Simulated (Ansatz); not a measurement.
**H started on an O site in rutile SiO2, 12 atoms, charge 0**

Wanted: the effect of changed settings on energy, forces, pressure and convergence.

All numbers are computed with Ansatz 0.2.0 (PAW, plane waves).

1 further run of the same task is left out (for a known fault of the program).

## Step 1: The system as built

12 atoms (4 Si, 7 O, 1 H); a = 4.194 Å, b = 4.194 Å, c = 5.357 Å, α = 90.00°, β = 90.00°, γ = 90.00°. All atoms were shaken off their sites by about 0.02 Å along each axis. Defect site 1: (0.306, 0.306, 0.500). Starting moments add up to 1 μB.

As a file:

```
CELL_PARAMETERS angstrom
4.19435 0.00000 0.00000
0.00000 4.19435 0.00000
0.00000 0.00000 5.35710
ATOMIC_POSITIONS crystal
Si 0.00180 0.00347 0.00211
Si 0.99983 0.00325 0.50221
Si 0.49566 0.50572 0.24523
Si 0.49139 0.49954 0.75144
O 0.30037 0.31118 0.00680
O 0.69216 0.69868 0.00420
O 0.68664 0.70445 0.50207
O 0.20117 0.80047 0.25127
O 0.19833 0.80449 0.74613
O 0.80800 0.19746 0.25315
O 0.80443 0.19121 0.75194
H 0.30480 0.30677 0.50164
```

## Step 2: PBEsol single point

Input file in.yaml:

```yaml
crystal:
  lattice:
    - [4.194347, 0.000000, 0.000000]
    - [0.000000, 4.194347, 0.000000]
    - [0.000000, 0.000000, 5.357095]
  atoms:
    - { symbol: Si, position: [0.001800, 0.003469, 0.002106] }
    - { symbol: Si, position: [0.999834, 0.003246, 0.502206], spin: 0.25 }
    - { symbol: Si, position: [0.495655, 0.505723, 0.245232], spin: 0.25 }
    - { symbol: Si, position: [0.491389, 0.499538, 0.751444], spin: 0.25 }
    - { symbol: O, position: [0.300366, 0.311178, 0.006798] }
    - { symbol: O, position: [0.692162, 0.698683, 0.004196] }
    - { symbol: O, position: [0.686640, 0.704452, 0.502067] }
    - { symbol: O, position: [0.201168, 0.800472, 0.251267] }
    - { symbol: O, position: [0.198327, 0.804493, 0.746132] }
    - { symbol: O, position: [0.808004, 0.197457, 0.253145] }
    - { symbol: O, position: [0.804429, 0.191212, 0.751945] }
    - { symbol: H, position: [0.304797, 0.306770, 0.501643], spin: 0.25 }
kpoints:
  mp_grid: { grid: [2, 2, 2], shift: [0.5, 0.5, 0.5] }
hamiltonian:
  xc: pbesol
magnetization:
  spin_polarized: true
scf:
  occupations: { method: fermi_dirac, width: 0.01 }
output:
  forces: true
  eigenvalues: true
  stress: true
  populations: true
```

Launch:

```bash
> ansatz run in.yaml --threads 8 --pin off --max-ram 13300MiB --runs-dir r --events-out ev --progress --plain
```

## Step 3: Run again with density cutoff ratio 6, at most 9 cycles

Edit in.yaml of step 2 so:

```diff
@@ -20,2 +20,3 @@
   mp_grid: { grid: [2, 2, 2], shift: [0.5, 0.5, 0.5] }
+basis: { ecutrho_ratio: 6 }
 hamiltonian:
@@ -26,2 +27,3 @@
   occupations: { method: fermi_dirac, width: 0.01 }
+  max_iter: 9
 output:
@@ -30,2 +32 @@
   stress: true
-  populations: true
```

## Step 4: Changed settings: mixer broyden, cutoff 180 eV

Edit in.yaml of step 3 so:

```diff
@@ -20,3 +20,3 @@
   mp_grid: { grid: [2, 2, 2], shift: [0.5, 0.5, 0.5] }
-basis: { ecutrho_ratio: 6 }
+basis: { ecutwfc: 180 }
 hamiltonian:
@@ -27,3 +27,4 @@
   occupations: { method: fermi_dirac, width: 0.01 }
-  max_iter: 9
+  max_iter: 80
+  mixing: { algorithm: broyden }
 output:
@@ -32 +33,5 @@
   stress: true
+  write_density: true
+  write_potential: true
+  elf: true
+  volumetric_format: npy
```

## Step 5: Variant: mixing beta 0.4, density threshold 1e-05 eV

Edit in.yaml of step 4 so:

```diff
@@ -20,3 +20,2 @@
   mp_grid: { grid: [2, 2, 2], shift: [0.5, 0.5, 0.5] }
-basis: { ecutwfc: 180 }
 hamiltonian:
@@ -27,4 +26,5 @@
   occupations: { method: fermi_dirac, width: 0.01 }
-  max_iter: 80
-  mixing: { algorithm: broyden }
+  max_iter: 60
+  convergence: { dr2_threshold: 1e-05 }
+  mixing: { beta: 0.4 }
 output:
@@ -33,5 +33 @@
   stress: true
-  write_density: true
-  write_potential: true
-  elf: true
-  volumetric_format: npy
```

## Step 6: Variant: functional revPBE, charge changed by -2

Edit in.yaml of step 5 so:

```diff
@@ -21,3 +21,4 @@
 hamiltonian:
-  xc: pbesol
+  xc: revpbe
+total_charge: -2
 magnetization:
@@ -26,5 +27,3 @@
   occupations: { method: fermi_dirac, width: 0.01 }
-  max_iter: 60
-  convergence: { dr2_threshold: 1e-05 }
-  mixing: { beta: 0.4 }
+  max_iter: 100
 output:
```

Q: Predict the outcome of this session. Wanted: for each run, settings; status; energy from base; forces from base.

As calculated:

| settings | status | cycles | time | energy from base (meV/atom) | forces from base (eV/Å rms) | filled to empty level on the mesh (eV) |
| --- | --- | --- | --- | --- | --- | --- |
| base | converged | 33 | 1.2 s (8 CPU threads) | 0 | 0 | none |
| density cutoff ratio 6, at most 9 cycles | not converged | - | 0.4 s (8 CPU threads) | - | - | - |
| mixer broyden, cutoff 180 eV | converged, settings too loose | 17 | 0.4 s (8 CPU threads) | +6344.6 | 0.272 | - |
| mixing beta 0.4, density threshold 1e-05 eV | converged | 30 | 1.1 s (8 CPU threads) | 0.0 | 0.000 | - |
| functional revPBE, charge changed by -2 | converged | 32 | 1.1 s (8 CPU threads) | - | 1.506 | - |

The base run shows no spacing between filled and empty levels on this coarse mesh with displaced atoms and smearing, so occupations can shift between runs, and part of each change may come from that and not from the setting itself.

**What this shows.** Among these variants the forces move most with functional revPBE, charge changed by -2 (1.506 eV/Å rms) and least with mixing beta 0.4, density threshold 1e-05 eV (0.000). 1 of 4 variants gave no result: density cutoff ratio 6, at most 9 cycles (not converged).
